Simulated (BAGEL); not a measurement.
# One shape, several levels: triplet CH5AlClN

We compute a comparison of 5 runs (UHF/STO-3G, UHF/3-21G, ROHF/6-31G*, ROHF/cc-pVDZ, UHF/cc-pVDZ) of triplet CH5AlClN. 

Program for the calculation: BAGEL 1.2.2.

3 further runs of the same task are left out: 2 that didn't finish, 1 set aside as unsound or not needed.

### 1 Starting point

CH5AlClN: 9 atoms, total charge 0, spin state triplet. SMILES of the parent species: `C[NH][AlH][Cl]`. Geometry: relaxed at PBE0-D4/def2-TZVP. This is one conformer, not always the lowest. That shape belongs to the parent species and isn't relaxed for this state.

Bond lengths: C1–N2 1.449 Å, N2–Al3 1.758 Å, Al3–Cl4 2.100 Å, C1–H5 1.096 Å, C1–H6 1.096 Å, C1–H7 1.092 Å, N2–H8 1.010 Å, Al3–H9 1.571 Å. Some angles: C1–N2–Al3 129.6°, N2–Al3–Cl4 117.6°, C1–N2–H8 112.1°, Al3–N2–H8 118.3°, N2–C1–H5 112.1°, N2–C1–H6 112.1°, N2–C1–H7 109.8°, N2–Al3–H9 121.4°, Cl4–Al3–H9 121.0°, H5–C1–H6 107.8°.

### 2 A single-point energy at UHF/STO-3G (density fitting with qzvpp-jkfit) (run 1)

Input file input.json:

```json
{ "bagel": [

{
  "title": "molecule",
  "basis": "sto-3g",
  "df_basis": "qzvpp-jkfit",
  "angstrom": "true",
  "geometry": [
    { "atom": "C", "xyz": [    0.028900,    0.778500,   -1.025000 ] },
    { "atom": "N", "xyz": [    0.123600,   -0.496400,   -0.343900 ] },
    { "atom": "Al", "xyz": [   -0.042100,   -0.867100,    1.366100 ] },
    { "atom": "Cl", "xyz": [   -0.436800,    0.728800,    2.673300 ] },
    { "atom": "H", "xyz": [    0.959000,    1.039800,   -1.542200 ] },
    { "atom": "H", "xyz": [   -0.780900,    0.792500,   -1.763200 ] },
    { "atom": "H", "xyz": [   -0.175600,    1.570200,   -0.301800 ] },
    { "atom": "H", "xyz": [    0.313300,   -1.255600,   -0.982100 ] },
    { "atom": "H", "xyz": [    0.099100,   -2.337000,    1.901900 ] }
  ]
},
{
  "title": "uhf",
  "nopen": 2
},
{
  "title": "print",
  "file": "orbitals.molden",
  "orbitals": "true"
}

]}
```

Launch:

```sh
$ BAGEL_NUM_THREADS=1 BAGEL input.json > input.out
```

The program printed:

```text
* using 1 threads per process

  ===============================================================
  ===============================================================

  *** Geometry ***

  { "atom" : "C", "xyz" : [      0.054613,      1.471152,     -1.936969 ] },
  { "atom" : "N", "xyz" : [      0.233570,     -0.938060,     -0.649877 ] },
  { "atom" : "Al", "xyz" : [     -0.079557,     -1.638582,      2.581555 ] },
  { "atom" : "Cl", "xyz" : [     -0.825432,      1.377232,      5.051805 ] },
  { "atom" : "H", "xyz" : [      1.812247,      1.964937,     -2.914336 ] },
  { "atom" : "H", "xyz" : [     -1.475687,      1.497608,     -3.331965 ] },
  { "atom" : "H", "xyz" : [     -0.331836,      2.967248,     -0.570319 ] },
  { "atom" : "H", "xyz" : [      0.592051,     -2.372740,     -1.855900 ] },
  { "atom" : "H", "xyz" : [      0.187272,     -4.416290,      3.594070 ] },

  Number of auxiliary basis functions:      498

  Since a DF basis is specified, we compute 2- and 3-index integrals:
    o Being stored without compression. Storage requirement is 0.004 GB

  Number of basis functions:       33
  Number of electrons      :       48

    * METHOD: MOLECULE                             0.18

  *** Open-shell HF ***

  === Nuclear Repulsion ===
   194.6379180960

      * DIIS with orbital gradients will be used.

  === UHF iteration (sto-3g) ===
      0       -787.41118829          0.02021058           0.05
      1       -787.48647918          0.00594766           0.04
      2       -787.49405086          0.00199445           0.04
      3       -787.49561281          0.00064664           0.04
      4       -787.49586349          0.00014645           0.04
      5       -787.49590518          0.00004843           0.04
      6       -787.49591277          0.00002091           0.04
      7       -787.49591379          0.00000645           0.04
      8       -787.49591388          0.00000205           0.05
      9       -787.49591389          0.00000150           0.04
     10       -787.49591389          0.00000166           0.05
     11       -787.49591388          0.00000098           0.04
     12       -787.49591388          0.00000038           0.04
     13       -787.49591388          0.00000010           0.05
     14       -787.49591388          0.00000004           0.04
     15       -787.49591388          0.00000002           0.04
     16       -787.49591388          0.00000001           0.04
    * SCF iteration converged.

    * S^2 (UHF) is 2.0193

    * Permanent dipole moment:
           (   -0.490052,     0.498338,     3.279591) a.u.

    * METHOD: UHF                                  0.85

    * METHOD: PRINT                                0.00

  ===============================================================
```

It took 1.3 s on 1 thread of Intel Xeon Platinum 8488C (Sapphire Rapids), shared host; peak memory 0.08 GiB.

### 3 A single-point energy at UHF/3-21G (density fitting with qzvpp-jkfit) (run 2)

Input file calc.json:

```json
{ "bagel" : [

{
  "title" : "molecule",
  "basis" : "3-21g",
  "df_basis" : "qzvpp-jkfit",
  "angstrom" : true,
  "geometry" : [
    { "atom" : "C", "xyz" : [       0.028900,       0.778500,      -1.025000 ] },
    { "atom" : "N", "xyz" : [       0.123600,      -0.496400,      -0.343900 ] },
    { "atom" : "Al", "xyz" : [      -0.042100,      -0.867100,       1.366100 ] },
    { "atom" : "Cl", "xyz" : [      -0.436800,       0.728800,       2.673300 ] },
    { "atom" : "H", "xyz" : [       0.959000,       1.039800,      -1.542200 ] },
    { "atom" : "H", "xyz" : [      -0.780900,       0.792500,      -1.763200 ] },
    { "atom" : "H", "xyz" : [      -0.175600,       1.570200,      -0.301800 ] },
    { "atom" : "H", "xyz" : [       0.313300,      -1.255600,      -0.982100 ] },
    { "atom" : "H", "xyz" : [       0.099100,      -2.337000,       1.901900 ] }
  ]
},

{
  "title" : "uhf",
  "nopen" : 2
},

{
  "title" : "print",
  "file" : "orbitals.molden",
  "orbitals" : true
}

]}
```

Launch:

```sh
$ BAGEL_NUM_THREADS=1 BAGEL calc.json > calc.out
```

The program printed:

```text
* using 1 threads per process

  ===============================================================
  ===============================================================

  *** Geometry ***

  { "atom" : "C", "xyz" : [      0.054613,      1.471152,     -1.936969 ] },
  { "atom" : "N", "xyz" : [      0.233570,     -0.938060,     -0.649877 ] },
  { "atom" : "Al", "xyz" : [     -0.079557,     -1.638582,      2.581555 ] },
  { "atom" : "Cl", "xyz" : [     -0.825432,      1.377232,      5.051805 ] },
  { "atom" : "H", "xyz" : [      1.812247,      1.964937,     -2.914336 ] },
  { "atom" : "H", "xyz" : [     -1.475687,      1.497608,     -3.331965 ] },
  { "atom" : "H", "xyz" : [     -0.331836,      2.967248,     -0.570319 ] },
  { "atom" : "H", "xyz" : [      0.592051,     -2.372740,     -1.855900 ] },
  { "atom" : "H", "xyz" : [      0.187272,     -4.416290,      3.594070 ] },

  Number of auxiliary basis functions:      498

  Since a DF basis is specified, we compute 2- and 3-index integrals:
    o Being stored without compression. Storage requirement is 0.012 GB

  Number of basis functions:       54
  Number of electrons      :       48

    * METHOD: MOLECULE                             0.19

  *** Open-shell HF ***

  === Nuclear Repulsion ===
   194.6379180960

      * DIIS with orbital gradients will be used.

  === UHF iteration (3-21g) ===
      0       -792.36358671          0.02907584           0.08
      1       -792.46058255          0.01321776           0.08
      2       -792.48047482          0.00625028           0.10
      3       -792.48522914          0.00233150           0.09
      4       -792.48772186          0.00059629           0.08
      5       -792.48792812          0.00022540           0.08
      6       -792.48805369          0.00015781           0.08
      7       -792.48813458          0.00012095           0.08
      8       -792.48822790          0.00005007           0.08
      9       -792.48823767          0.00002121           0.08
     10       -792.48823976          0.00002141           0.08
     11       -792.48824005          0.00002290           0.08
     12       -792.48823895          0.00001379           0.08
     13       -792.48823898          0.00000500           0.08
     14       -792.48823912          0.00000157           0.08
     15       -792.48823913          0.00000071           0.08
     16       -792.48823913          0.00000039           0.08
     17       -792.48823913          0.00000019           0.08
     18       -792.48823913          0.00000014           0.08
     19       -792.48823913          0.00000015           0.09
     20       -792.48823913          0.00000014           0.08
     21       -792.48823913          0.00000011           0.08
     22       -792.48823913          0.00000008           0.08
     23       -792.48823913          0.00000006           0.08
     24       -792.48823913          0.00000004           0.08
     25       -792.48823913          0.00000002           0.08
     26       -792.48823913          0.00000001           0.08
     27       -792.48823913          0.00000001           0.08
    * SCF iteration converged.

    * S^2 (UHF) is 2.0136

    * Permanent dipole moment:
           (   -0.361734,     0.128053,     2.689198) a.u.

    * METHOD: UHF                                  2.37

    * METHOD: PRINT                                0.01

  ===============================================================
```

Wall time 2.9 s (1 thread of Intel Xeon Platinum 8488C (Sapphire Rapids), shared host); peak memory 0.087 GiB.

### 4 The energy at ROHF/6-31G(d) (density fitting with qzvpp-jkfit, spherical functions) (run 3)

Input file job.json:

```json
{ "bagel" : [

{
  "title" : "molecule",
  "basis" : "6-31gs.json",
  "df_basis" : "qzvpp-jkfit",
  "angstrom" : true,
  "geometry" : [
    { "atom" : "C", "xyz" : [       0.028900,       0.778500,      -1.025000 ] },
    { "atom" : "N", "xyz" : [       0.123600,      -0.496400,      -0.343900 ] },
    { "atom" : "Al", "xyz" : [      -0.042100,      -0.867100,       1.366100 ] },
    { "atom" : "Cl", "xyz" : [      -0.436800,       0.728800,       2.673300 ] },
    { "atom" : "H", "xyz" : [       0.959000,       1.039800,      -1.542200 ] },
    { "atom" : "H", "xyz" : [      -0.780900,       0.792500,      -1.763200 ] },
    { "atom" : "H", "xyz" : [      -0.175600,       1.570200,      -0.301800 ] },
    { "atom" : "H", "xyz" : [       0.313300,      -1.255600,      -0.982100 ] },
    { "atom" : "H", "xyz" : [       0.099100,      -2.337000,       1.901900 ] }
  ]
},

{
  "title" : "rohf",
  "nopen" : 2
},

{
  "title" : "print",
  "file" : "orbitals.molden",
  "orbitals" : true
}

]}
```

The basis set 6-31G* is read from a file made from the Basis Set Exchange's data (not shown).

Launch:

```sh
$ BAGEL_NUM_THREADS=1 BAGEL job.json > job.out
```

The program printed:

```text
* using 1 threads per process

  ===============================================================
  ===============================================================

  *** Geometry ***

  { "atom" : "C", "xyz" : [      0.054613,      1.471152,     -1.936969 ] },
  { "atom" : "N", "xyz" : [      0.233570,     -0.938060,     -0.649877 ] },
  { "atom" : "Al", "xyz" : [     -0.079557,     -1.638582,      2.581555 ] },
  { "atom" : "Cl", "xyz" : [     -0.825432,      1.377232,      5.051805 ] },
  { "atom" : "H", "xyz" : [      1.812247,      1.964937,     -2.914336 ] },
  { "atom" : "H", "xyz" : [     -1.475687,      1.497608,     -3.331965 ] },
  { "atom" : "H", "xyz" : [     -0.331836,      2.967248,     -0.570319 ] },
  { "atom" : "H", "xyz" : [      0.592051,     -2.372740,     -1.855900 ] },
  { "atom" : "H", "xyz" : [      0.187272,     -4.416290,      3.594070 ] },

  Number of auxiliary basis functions:      498

  Since a DF basis is specified, we compute 2- and 3-index integrals:
    o Being stored without compression. Storage requirement is 0.022 GB

  Number of basis functions:       74
  Number of electrons      :       48

    * METHOD: MOLECULE                             0.24

  *** Open-shell HF ***

  === Nuclear Repulsion ===
   194.6379180960

      * DIIS with orbital gradients will be used.

  === ROHF iteration (6-31gs.json) ===
      0       -796.31940470          0.03042918           0.12
      1       -796.44777840          0.01785588           0.11
      2       -796.48652055          0.00948301           0.12
      3       -796.49987139          0.00253722           0.12
      4       -796.50367767          0.00070718           0.12
      5       -796.50424420          0.00025581           0.12
      6       -796.50439404          0.00016007           0.12
      7       -796.50447352          0.00012545           0.12
      8       -796.50456101          0.00006388           0.12
      9       -796.50458386          0.00002463           0.12
     10       -796.50458782          0.00001251           0.12
     11       -796.50458932          0.00001312           0.12
     12       -796.50458970          0.00001358           0.12
     13       -796.50458902          0.00001040           0.14
     14       -796.50458874          0.00000652           0.12
     15       -796.50458888          0.00000506           0.12
     16       -796.50458902          0.00000365           0.12
     17       -796.50458907          0.00000288           0.12
     18       -796.50458913          0.00000175           0.12
     19       -796.50458913          0.00000125           0.12
     20       -796.50458904          0.00000126           0.12
     21       -796.50458902          0.00000126           0.12
     22       -796.50458902          0.00000124           0.12
     23       -796.50458901          0.00000127           0.13
     24       -796.50458903          0.00000126           0.13
     25       -796.50458903          0.00000141           0.12
     26       -796.50458898          0.00000073           0.12
     27       -796.50458902          0.00000025           0.12
     28       -796.50458902          0.00000008           0.12
     29       -796.50458902          0.00000003           0.12
     30       -796.50458902          0.00000001           0.12
     31       -796.50458902          0.00000001           0.12
    * SCF iteration converged.

    * S^2 (ROHF) is 2.0000

    * Permanent dipole moment:
           (   -0.232774,    -0.298601,     2.156283) a.u.

    * METHOD: ROHF                                 4.01

    * METHOD: PRINT                                0.01

  ===============================================================
```

Wall time 4.8 s (1 thread of Intel Xeon Platinum 8488C (Sapphire Rapids), shared host); peak memory 0.11 GiB.

Run 4 isn't shown in full; the table further down has it.

### 5 The energy at UHF/cc-pVDZ (density fitting with qzvpp-jkfit) (run 5)

Input file input.json:

```json
{ "bagel": [

{
  "title": "molecule",
  "basis": "cc-pvdz.json",
  "df_basis": "qzvpp-jkfit",
  "angstrom": true,
  "geometry": [
    { "atom": "C", "xyz": [       0.028900,       0.778500,      -1.025000 ] },
    { "atom": "N", "xyz": [       0.123600,      -0.496400,      -0.343900 ] },
    { "atom": "Al", "xyz": [      -0.042100,      -0.867100,       1.366100 ] },
    { "atom": "Cl", "xyz": [      -0.436800,       0.728800,       2.673300 ] },
    { "atom": "H", "xyz": [       0.959000,       1.039800,      -1.542200 ] },
    { "atom": "H", "xyz": [      -0.780900,       0.792500,      -1.763200 ] },
    { "atom": "H", "xyz": [      -0.175600,       1.570200,      -0.301800 ] },
    { "atom": "H", "xyz": [       0.313300,      -1.255600,      -0.982100 ] },
    { "atom": "H", "xyz": [       0.099100,      -2.337000,       1.901900 ] }
  ]
},

{
  "title": "uhf",
  "nopen": 2
},

{
  "title": "print",
  "file": "orbitals.molden",
  "orbitals": true
}

]}
```

The basis set cc-pVDZ is read from a file made from the Basis Set Exchange's data (not shown).

Launch:

```sh
$ BAGEL_NUM_THREADS=1 BAGEL input.json > input.out
```

The program printed:

```text
* using 1 threads per process

  ===============================================================
  ===============================================================

  *** Geometry ***

  { "atom" : "C", "xyz" : [      0.054613,      1.471152,     -1.936969 ] },
  { "atom" : "N", "xyz" : [      0.233570,     -0.938060,     -0.649877 ] },
  { "atom" : "Al", "xyz" : [     -0.079557,     -1.638582,      2.581555 ] },
  { "atom" : "Cl", "xyz" : [     -0.825432,      1.377232,      5.051805 ] },
  { "atom" : "H", "xyz" : [      1.812247,      1.964937,     -2.914336 ] },
  { "atom" : "H", "xyz" : [     -1.475687,      1.497608,     -3.331965 ] },
  { "atom" : "H", "xyz" : [     -0.331836,      2.967248,     -0.570319 ] },
  { "atom" : "H", "xyz" : [      0.592051,     -2.372740,     -1.855900 ] },
  { "atom" : "H", "xyz" : [      0.187272,     -4.416290,      3.594070 ] },

  Number of auxiliary basis functions:      498

  Since a DF basis is specified, we compute 2- and 3-index integrals:
    o Being stored without compression. Storage requirement is 0.032 GB

  Number of basis functions:       89
  Number of electrons      :       48

    * METHOD: MOLECULE                             0.26

  *** Open-shell HF ***

  === Nuclear Repulsion ===
   194.6379180960

      * DIIS with orbital gradients will be used.

  === UHF iteration (cc-pvdz.json) ===
      0       -796.35746121          0.02171827           0.15
      1       -796.50097497          0.01336009           0.16
      2       -796.53634037          0.00645061           0.14
      3       -796.54694024          0.00224212           0.14
      4       -796.55066769          0.00071704           0.14
      5       -796.55092388          0.00022132           0.15
      6       -796.55100155          0.00007746           0.15
      7       -796.55102369          0.00005797           0.15
      8       -796.55104031          0.00003858           0.15
      9       -796.55104960          0.00001993           0.15
     10       -796.55105125          0.00001478           0.16
     11       -796.55105228          0.00001568           0.15
     12       -796.55105220          0.00001545           0.14
     13       -796.55105190          0.00001106           0.15
     14       -796.55105189          0.00000592           0.15
     15       -796.55105198          0.00000327           0.15
[... 19 lines of this table left out ...]
     35       -796.55105206          0.00000017           0.14
     36       -796.55105206          0.00000011           0.14
     37       -796.55105206          0.00000008           0.14
     38       -796.55105206          0.00000006           0.14
     39       -796.55105206          0.00000004           0.14
     40       -796.55105206          0.00000002           0.14
     41       -796.55105206          0.00000001           0.14
     42       -796.55105206          0.00000001           0.14
    * SCF iteration converged.

    * S^2 (UHF) is 2.0131

    * Permanent dipole moment:
           (   -0.189867,    -0.489058,     2.032700) a.u.

    * METHOD: UHF                                  6.47

    * METHOD: PRINT                                0.01

  ===============================================================
```

Wall time 7.2 s (1 thread of Intel Xeon Platinum 8488C (Sapphire Rapids), shared host); peak memory 0.13 GiB.

### 6 Overview of the runs

| run | level | energy (Eh) | dipole moment (D) | ⟨S²⟩ | wall time |
| --- | --- | --- | --- | --- | --- |
| 1 | UHF/STO-3G (density fitting with qzvpp-jkfit) | -787.495914 | 8.52 | 2.019 | 1.3 s |
| 2 | UHF/3-21G (density fitting with qzvpp-jkfit) | -792.488239 | 6.90 | 2.014 | 2.9 s |
| 3 | ROHF/6-31G* (density fitting with qzvpp-jkfit, spherical functions) | -796.504589 | 5.56 | 2.000 | 4.8 s |
| 4 | ROHF/cc-pVDZ (density fitting with qzvpp-jkfit) | -796.545340 | 5.22 | 2.000 | 6.6 s |
| 5 | UHF/cc-pVDZ (density fitting with qzvpp-jkfit) | -796.551052 | 5.34 | 2.013 | 7.2 s |

### 7 What came out

| quantity | value |
| --- | --- |
| run 5: total energy | -796.55105 Eh |
| run 5: dipole moment | 5.34 D |
| run 5: ⟨S²⟩ | 2.013 |

In words: The dipole moment (its size) runs from 5.22 D (ROHF/cc-pVDZ) to 8.52 D (UHF/STO-3G). The two ends differ in method and basis. In run 1 the basis is minimal, so the values are rough. All runs together took 23 s, the longest 7.2 s.
